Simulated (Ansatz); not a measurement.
# F2HInS: the cost of one run

Method: RKS CAM-B3LYP/def2-SVP, in Ansatz 0.2.0.

## (1) The structure to begin with

Bond lengths: F1–In2 1.536 Å, In2–F3 1.386 Å, In2–S4 1.952 Å, S4–H5 1.481 Å. Angles: F1–In2–F3 122.7°, F1–In2–S4 124.2°, F3–In2–S4 85.0°, In2–S4–H5 78.1°.

As a file:

```xyz
5

F    -0.4508   -1.0911    1.4392
In    0.1148   -0.5747    0.1080
F     1.4743   -0.5120   -0.1546
S     0.0954    1.2995   -0.4382
H    -1.1839    0.8045   -0.9958
```

## (2) Relaxing end A

The input, input.yaml:

```yaml
crystal:
  periodic: [false, false, false]
  atoms:
    - { symbol: F, position_ang: [-0.4508, -1.0911, 1.4392] }
    - { symbol: In, position_ang: [0.1148, -0.5747, 0.108] }
    - { symbol: F, position_ang: [1.4743, -0.512, -0.1546] }
    - { symbol: S, position_ang: [0.0954, 1.2995, -0.4382] }
    - { symbol: H, position_ang: [-1.1839, 0.8045, -0.9958] }
basis:
  gaussian: { orbitals: def2-SVP }
hamiltonian:
  xc: cam_b3lyp
relax:
  f_tol: 0.015
  max_steps: 40
```

On the command line:

```bash
$ ansatz run input.yaml --threads 2 --pin off --max-ram 3072MiB --backend cpu --events-out ev --progress --plain --runs-dir out
```

**Question.** How long does this run take on 2 threads of Arm Neoverse V1, shared host, and how much memory does it need?

About 31 s, with a peak of 0.22 GiB.
